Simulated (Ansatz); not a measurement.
# C₂H₈BNSi: a ladder of functionals and wavefunction methods

One table from this session's results is given with a row withheld; the runs are named, their logs left out.

Computed with Ansatz 0.2.0, Gaussian basis. Level: functionals in def2-TZVPP, the program's frozen cores in correlated methods.

Levels to be run: LDA (SPW92), PBE-D4, revPBE-D4, BLYP-D4, r2SCAN-D4, B97M-V, PBE0-D4, B3LYP-D4, r2SCANh-D4, r2SCAN0-D4, HSE06-D4, BHLYP-D4, CAM-B3LYP-D4, LC-ωPBE, ωB97X-V, ωB97M-V, B2PLYP, PBE-QIDH; CCSD(T)/def2-SVP; CCSD(T)/def2-TZVPP; MP2/def2-QZVPP; extrapolation to the limit; RPA on PBE.

## Structure used throughout

All runs share one geometry, relaxed beforehand with PBE0-D4 in a triple-zeta def2 set.

13 atoms, charge 0, spin multiplicity 1.

Atoms are counted from 1 here; the program's logs count them from 0.

Bond lengths: C1–N2 1.421 Å, C1–H6 1.095 Å, C1–H7 1.091 Å, C1–H8 1.095 Å, N2–B3 1.336 Å, N2–C4 1.482 Å, B3–C4 1.575 Å, B3–H9 1.183 Å, C4–Si5 1.864 Å, C4–H10 1.096 Å, Si5–H11 1.493 Å, Si5–H12 1.489 Å, Si5–H13 1.490 Å. Angles: N2–C1–H6 110.9°, N2–C1–H7 109.6°, N2–C1–H8 110.8°, H6–C1–H7 108.8°, H6–C1–H8 107.9°, H7–C1–H8 108.8°, C1–N2–B3 159.0°, C1–N2–C4 133.2°, B3–N2–C4 67.7°, N2–B3–C4 60.6°, N2–B3–H9 145.7°, C4–B3–H9 153.7°, N2–C4–B3 51.7°, N2–C4–Si5 119.6°, N2–C4–H10 114.5°, B3–C4–Si5 122.5°, B3–C4–H10 117.6°, Si5–C4–H10 115.5° and more.

As a file:

```xyz
13

C    -1.46011    0.20988    1.25099
N    -0.47746    0.75122    0.37927
B     0.44081    1.59889   -0.09212
C     0.13065    0.27370   -0.88558
Si    1.27065   -1.20063   -0.85879
H    -1.15069   -0.77118    1.62662
H    -1.60678    0.88026    2.09957
H    -2.41556    0.08482    0.73090
H     1.00218    2.62621    0.07830
H    -0.52355    0.34811   -1.76133
H     0.54924   -2.50104   -0.72966
H     2.05820   -1.25058   -2.12101
H     2.20283   -1.08445    0.29763
```

Set-up of the first run:

in.yaml reads:

```yaml
crystal:
  periodic: [false, false, false]
  atoms:
    - {symbol: C, position_ang: [-1.460108, 0.209875, 1.250991]}
    - {symbol: N, position_ang: [-0.477462, 0.751223, 0.379267]}
    - {symbol: B, position_ang: [0.440814, 1.598886, -0.092116]}
    - {symbol: C, position_ang: [0.130650, 0.273695, -0.885584]}
    - {symbol: Si, position_ang: [1.270652, -1.200634, -0.858786]}
    - {symbol: H, position_ang: [-1.150693, -0.771178, 1.626616]}
    - {symbol: H, position_ang: [-1.606784, 0.880264, 2.099573]}
    - {symbol: H, position_ang: [-2.415562, 0.084816, 0.730901]}
    - {symbol: H, position_ang: [1.002175, 2.626207, 0.078301]}
    - {symbol: H, position_ang: [-0.523547, 0.348114, -1.761325]}
    - {symbol: H, position_ang: [0.549237, -2.501041, -0.729657]}
    - {symbol: H, position_ang: [2.058196, -1.250581, -2.121012]}
    - {symbol: H, position_ang: [2.202830, -1.084447, 0.297631]}
basis:
  gaussian: {orbitals: def2-TZVPP}
hamiltonian: {xc: lda}
output: {orbitals: {seedname: orbitals}}
```

The run is started by

```console
$ ansatz run in.yaml --threads 4 --pin off --events-out ev --progress --plain --max-ram 10444MiB
```

Steps of the session up to this table: LDA; PBE-D4 (GGA); revPBE-D4 (GGA); BLYP-D4 (GGA); r2SCAN-D4 (meta-GGA); B97M-V (meta-GGA); B3LYP-D4 (hybrid); r2SCANh-D4 (hybrid); r2SCAN0-D4 (hybrid); HSE06-D4 (hybrid); BHLYP-D4 (hybrid); CAM-B3LYP-D4 (range-separated); LC-ωPBE (range-separated); ωB97X-V (range-separated); ωB97M-V (range-separated); B2PLYP (double hybrid); PBE-QIDH (double hybrid).

One table of the session follows, with a row left open; its other results are not shown here.

It belongs to the step «Frontier levels by functional». 

| functional | HOMO (eV) | gap (eV) |
| --- | --- | --- |
| LDA (SPW92) | ? | ? |
| PBE-D4 | -5.84 | 4.87 |
| revPBE-D4 | -5.79 | 4.92 |
| BLYP-D4 | -5.71 | 4.88 |
| r2SCAN-D4 | -6.00 | 5.39 |
| B97M-V | -6.14 | 5.41 |
| PBE0-D4 | -7.02 | 7.00 |
| B3LYP-D4 | -6.82 | 6.57 |
| r2SCANh-D4 | -6.45 | 6.17 |
| r2SCAN0-D4 | -7.14 | 7.33 |
| HSE06-D4 | -6.62 | 6.22 |
| BHLYP-D4 | -8.13 | 9.04 |
| CAM-B3LYP-D4 | -8.36 | 9.37 |
| LC-ωPBE | -9.69 | 11.88 |
| ωB97X-V | -9.34 | 11.40 |
| ωB97M-V | -9.26 | 11.01 |

Estimate the missing values for LDA (SPW92).

The run gave: HOMO (eV): -5.97; gap (eV): 4.76. In the column «HOMO (eV)» it lies between r2SCAN-D4 (-6.00) and PBE-D4 (-5.84).
